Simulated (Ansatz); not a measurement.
# CdClHO: up Jacob's ladder to CCSD(T)

The task here is to estimate one member of a computed series from the others.

Computed with Ansatz 0.2.0, Gaussian basis. Level: functionals in def2-TZVPP, the program's frozen cores in correlated methods.

The runs, in order: LDA (SPW92), PBE-D4, revPBE-D4, BLYP-D4, r2SCAN-D4, B97M-V, PBE0-D4, B3LYP-D4, r2SCANh-D4, r2SCAN0-D4, HSE06-D4, BHLYP-D4, CAM-B3LYP-D4, LC-ωPBE, ωB97X-V, ωB97M-V, B2PLYP, PBE-QIDH; CCSD(T)/def2-SVP; CCSD(T)/def2-TZVPP; MP2/def2-QZVPP; extrapolation to the limit; RPA on PBE.

## The relaxed structure

The geometry comes from an earlier relaxation with PBE0-D4 in a triple-zeta def2 set; it is a stationary point. Cd takes the def2 core potential; no spin-orbit term is included.

SMILES `[OH][Cd][Cl]`, 4 atoms, charge 0, spin multiplicity 1.

Atoms are counted from 1 here; the program's logs count them from 0.

Bond lengths: O1–Cd2 1.960 Å, O1–H4 0.960 Å, Cd2–Cl3 2.263 Å. Angles: Cd2–O1–H4 112.7°, O1–Cd2–Cl3 176.3°.

Geometry (Å):

```xyz
4
charge 0, multiplicity 1
O    -0.9427    0.7619   -0.7949
Cd    0.5137   -0.1319    0.1655
Cl    2.2870   -1.0714    1.2104
H    -1.8025    0.3811   -0.6012
```

The first run:

in.yaml

```yaml
crystal:
  periodic: [false, false, false]
  atoms:
    - {symbol: O, position_ang: [-0.942667, 0.761850, -0.794890]}
    - {symbol: Cd, position_ang: [0.513684, -0.131874, 0.165509]}
    - {symbol: Cl, position_ang: [2.287012, -1.071375, 1.210380]}
    - {symbol: H, position_ang: [-1.802528, 0.381098, -0.601200]}
basis:
  gaussian: {orbitals: def2-TZVPP}
hamiltonian: {xc: lda}
output: {orbitals: {seedname: orbitals}}
```

Among the steps run: LDA; PBE-D4 (GGA); revPBE-D4 (GGA); BLYP-D4 (GGA); r2SCAN-D4 (meta-GGA); B97M-V (meta-GGA); PBE0-D4 (hybrid); B3LYP-D4 (hybrid); r2SCANh-D4 (hybrid); r2SCAN0-D4 (hybrid); HSE06-D4 (hybrid); BHLYP-D4 (hybrid); CAM-B3LYP-D4 (range-separated); LC-ωPBE-D4 (range-separated; the results give it without D4); ωB97X-V (range-separated); ωB97M-V (range-separated); B2PLYP (double hybrid); PBE-QIDH (double hybrid).

One of the session's tables, all rows but one given; the rest of the session is left out.

It belongs to the step «Frontier levels by functional». 

```
  functional  HOMO (eV)  LUMO (eV)  gap (eV)
 LDA (SPW92)      -7.01      -2.98      4.03
      PBE-D4      -6.76      -2.69      4.06
   revPBE-D4      -6.67      -2.58      4.09
     BLYP-D4      -6.67      -2.69      3.98
   r2SCAN-D4      -7.08      -2.44      4.64
      B97M-V      -7.14      -2.57      4.57
     PBE0-D4      -8.34      -1.80      6.54
    B3LYP-D4          ?          ?         ?
  r2SCANh-D4      -7.68      -2.12      5.56
  r2SCAN0-D4      -8.58      -1.65      6.93
    HSE06-D4      -7.93      -2.17      5.76
    BHLYP-D4      -9.81      -1.04      8.77
CAM-B3LYP-D4      -9.81      -0.93      8.89
     LC-ωPBE     -11.16       0.39     11.55
     ωB97X-V     -10.81       0.20     11.01
     ωB97M-V     -10.73      -0.04     10.69
```

**Question.** Estimate the row for B3LYP-D4.

Worked estimate for «HOMO (eV)». Against the share of exact exchange, BLYP-D4 (0, -6.67), BHLYP-D4 (0.5, -9.81) give a slope of -6.28 per unit share; at 0.2 the line stands at -7.93.

**Answer.** HOMO (eV): -8.09; LUMO (eV): -2.15; gap (eV): 5.94. In «HOMO (eV)» the line misses by +0.16.
